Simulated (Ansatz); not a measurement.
# CH₆BGeNO: up Jacob's ladder to CCSD(T)

The task here is to estimate one member of a computed series from the others.

The runs use Ansatz 0.2.0, Gaussian basis; functionals in def2-TZVPP, the program's frozen cores in correlated methods.

Plan: PBE-D4, r2SCAN-D4, PBE0-D4, B3LYP-D4, ωB97X-V, ωB97M-V, B2PLYP; CCSD(T)/def2-TZVPP; MP2/def2-QZVPP; extrapolation to the limit.

### Structure used throughout

The geometry comes from an earlier relaxation with PBE0-D4 in a triple-zeta def2 set; it is a stationary point, not always the lowest conformer.

SMILES `OB/C=[N]/[GeH3]`, 11 atoms, charge 0, spin multiplicity 1.

Atoms are counted from 1 here; the program's logs count them from 0.

Bond lengths: O1–B2 1.351 Å, O1–H6 0.960 Å, B2–C3 1.575 Å, B2–H7 1.199 Å, C3–N4 1.272 Å, C3–H8 1.108 Å, N4–Ge5 1.866 Å, Ge5–H9 1.546 Å, Ge5–H10 1.535 Å, Ge5–H11 1.535 Å. Angles: B2–O1–H6 113.6°, O1–B2–C3 116.9°, O1–B2–H7 121.8°, C3–B2–H7 121.4°, B2–C3–N4 119.7°, B2–C3–H8 118.1°, N4–C3–H8 122.1°, C3–N4–Ge5 119.7°, N4–Ge5–H9 110.2°, N4–Ge5–H10 107.5°, N4–Ge5–H11 107.4°, H9–Ge5–H10 110.9°, H9–Ge5–H11 110.8°, H10–Ge5–H11 109.9°.

The first run:

in.yaml

```yaml
crystal:
  periodic: [false, false, false]
  atoms:
    - {symbol: O, position_ang: [-1.392996, 2.539500, -0.289571]}
    - {symbol: B, position_ang: [-0.533245, 1.782852, 0.427036]}
    - {symbol: C, position_ang: [-0.237232, 0.334523, -0.115553]}
    - {symbol: N, position_ang: [0.564898, -0.424003, 0.515601]}
    - {symbol: Ge, position_ang: [0.914937, -2.139618, -0.129865]}
    - {symbol: H, position_ang: [-1.539393, 3.412537, 0.082490]}
    - {symbol: H, position_ang: [-0.017991, 2.191224, 1.429146]}
    - {symbol: H, position_ang: [-0.744005, 0.011785, -1.046822]}
    - {symbol: H, position_ang: [0.116116, -2.395649, -1.428368]}
    - {symbol: H, position_ang: [2.425180, -2.234690, -0.389611]}
    - {symbol: H, position_ang: [0.509131, -3.135460, 0.966016]}
basis:
  gaussian: {orbitals: def2-TZVPP}
hamiltonian: {xc: pbe, dispersion: d4}
output: {forces: true, orbitals: {seedname: orbitals}}
```

Launch:

```
$ ansatz run in.yaml --threads 4 --pin off --events-out ev --progress --plain --max-ram 10444MiB
```

Among the steps run: PBE-D4 (GGA); r2SCAN-D4 (meta-GGA); PBE0-D4 (hybrid); B3LYP-D4 (hybrid); ωB97X-V (range-separated); ωB97M-V (range-separated); B2PLYP (double hybrid); CCSD(T) in def2-TZVPP; MP2 in def2-QZVPP.

One of the session's tables, all rows but one given; the rest of the session is left out.

| method | atomisation energy (kJ/mol) |
| --- | --- |
| PBE-D4 | 4039.3 |
| r2SCAN-D4 | 3962.4 |
| PBE0-D4 | 3947.9 |
| B3LYP-D4 | 3962.9 |
| ωB97X-V | 3971.1 |
| ωB97M-V | 3961.3 |
| B2PLYP | 3923.6 |
| HF/def2-TZVPP | 2801.1 |
| MP2/def2-TZVPP | 3919.0 |
| CCSD/def2-TZVPP | 3789.3 |
| CCSD(T)/def2-TZVPP | 3856.6 |
| MP2/CBS | ? |
| CCSD(T)/CBS | 3954.0 |

**Question.** Estimate the row for MP2/CBS.

**Answer.** atomisation energy (kJ/mol): 4016.3. In the column «atomisation energy (kJ/mol)» it lies between ωB97X-V (3971.1) and PBE-D4 (4039.3).

Among the levels timed on like hardware and quicker than the yardstick, those that no quicker one beats, quickest first: PBE-D4 (2.7 s, +85.3 kJ/mol); PBE0-D4 (3.2 s, -6.1 kJ/mol).

B2PLYP carry no dispersion term (for B3LYP, D4 adds 31.9 kJ/mol).
